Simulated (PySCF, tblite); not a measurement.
**C₅H₁₀NS radical: geometry, infrared bands and EPR parameters**

Wanted: the infrared bands and EPR parameters of C₅H₁₀NS radical (`N[C@H]1C[C@@H](C[S])C1`), by calculation.

Programs: tblite 0.8.0 and PySCF 2.14.0, with density-fitted response routines of our own. Each step states its level of theory. These are calculated values for one molecule in the gas phase, unless marked as measured. Atoms count from 0, in the outputs and in this text.

**1. The molecule as given**

17 atoms, charge 0, multiplicity 2; geometry from: force field or distance geometry start.

Bonds of the start (Å): N0–C1 1.45, C1–C2 1.55, C2–C3 1.55, C3–C4 1.54, C4–S5 1.83, C3–C6 1.56, C6–C1 1.55, N0–H7 1.03, N0–H8 1.02, C1–H9 1.08, C2–H10 1.10, C2–H11 1.09, C3–H12 1.08, C4–H13 1.09, C4–H14 1.09, C6–H15 1.09, C6–H16 1.10.

**2. Optimising the geometry with GFN2-xTB**

What the job is given:

```
{"job": {"kind": "relax", "xc": "GFN2-xTB", "basis": "xTB"}, "charge": 0, "multiplicity": 2}
N     -2.370900     0.361900    -0.144000
C     -1.115300     0.130900    -0.837900
C     -0.007100     1.021800    -0.212300
C      0.916500    -0.217100    -0.262200
C      1.881300    -0.446700     0.917900
S      3.261800     0.746700     0.771700
C     -0.385800    -1.074300    -0.193900
H     -2.290500     0.301200     0.876500
H     -2.728000     1.302000    -0.312200
H     -1.157800     0.119800    -1.917200
H     -0.218000     1.398400     0.794900
H      0.296400     1.861500    -0.840500
H      1.404200    -0.346700    -1.221700
H      1.347800    -0.346600     1.858100
H      2.231200    -1.474700     0.880600
H     -0.376500    -1.988700    -0.781500
H     -0.696300    -1.337100     0.832300
```

On the command line:

```
OMP_NUM_THREADS=1 python probes_run.py task.json out
```

The driver reads the jobs from task.json and runs them one after another.

**Question.** This job is followed by: GFN2-xTB harmonic vibrations, gas phase; UKS B3LYP, pcH-1 on C H N S, non-relativistic, mean-field spin-orbit, GIAO. Predict these results of the whole session: strongest single infrared mode (GFN2-xTB); zero-point energy (GFN2-xTB); g(iso) (B3LYP); ⟨S²⟩; largest a(iso) (averaged by class); potential on the surface of density 0.002 e/bohr³, 1st and 99th percentile; property runs in this session.

**Answer**, as computed:

| quantity | value |
| --- | --- |
| strongest single infrared mode (GFN2-xTB) | 890 cm⁻¹, 493 km/mol |
| zero-point energy (GFN2-xTB) | 90.2 kcal/mol |
| g(iso) (B3LYP) | 2.26230 |
| ⟨S²⟩ | 0.753 (exact 0.75) |
| largest a(iso) (averaged by class) | 1H on H13, H14, 79.7 MHz |
| potential on the surface of density 0.002 e/bohr³, 1st and 99th percentile | -1.69 V and 1.41 V |
| property runs in this session | 1, of which 0 failed and 1 gave unsound results |

**Reading.** The optimisation took 68 steps and gained 0.461 eV; among the close pairs (by a distance rule), C4–S5 changed most, from 1.831 to 1.799 Å. All 45 modes are real, so the xTB geometry is a minimum. The strongest single mode, at 890 cm⁻¹, is spread over many atoms; the largest shares are those of H8, H7. GFN2-xTB is a fitted tight-binding method: band positions and strengths are rough. Its intensities can rank the bands wrongly. Most of the unpaired spin sits on S5 (0.98 e). The isotropic g lies 260.0 ppt above the free-electron value. These values are not to be trusted: the run shows nearly degenerate orbitals, where second-order g theory doesn't apply. These values are for one conformer; the search (at its own cheap level) found 1 more, at 0.91 kcal/mol, and measured spectra average over such forms.
